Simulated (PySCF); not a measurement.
# C₅H₁₂Si₂: magnetic properties

Programs: PySCF 2.14.0, with routines of our own; each step states its level. All values are computed. Atoms count from 0.

### 1 The system as given

19 atoms, charge 0, multiplicity 1; geometry from: GFN2-xTB.

### 2 Magnetic properties: GIAO PBE/pcSseg-1

Job settings and geometry (Å):

```
{"job": {"kind": "mag", "xc": "PBE", "basis": "pcSseg-1", "isotopologues": 2}, "charge": 0, "multiplicity": 1}
C      3.443404     0.396424     0.279984
C      2.199519     0.288441     0.718196
Si     1.183310    -1.297043     0.710680
Si    -0.563735    -1.059819    -0.797414
C     -1.650216     0.395489    -0.264600
C     -1.635109     1.562861    -0.892560
C     -2.501320     0.179230     0.949960
H      3.984933    -0.457805    -0.093925
H      3.984785     1.330871     0.273528
H      1.705010     1.183920     1.079002
H      2.080199    -2.417189     0.397861
H      0.723125    -1.514302     2.094283
H     -0.124551    -0.802704    -2.176235
H     -1.429401    -2.249488    -0.850141
H     -1.026922     1.729669    -1.766121
H     -2.231698     2.403582    -0.567753
H     -3.048396     1.081205     1.219634
H     -3.217260    -0.620704     0.764023
H     -1.885481    -0.123388     1.796821
```

Method: GIAO PBE/pcSseg-1 magnetisability, rotational g tensor and spin-rotation constants, non-relativistic, gas phase.

Run with:

```bash
$ OMP_NUM_THREADS=1 python excited_run.py task.json out
```

This one command runs all jobs of the session in turn.

Q: Estimate the wall time and peak memory of this first job on 1 thread of Arm Neoverse N1, shared host.

About 72 s, with a peak of 0.75 GiB.
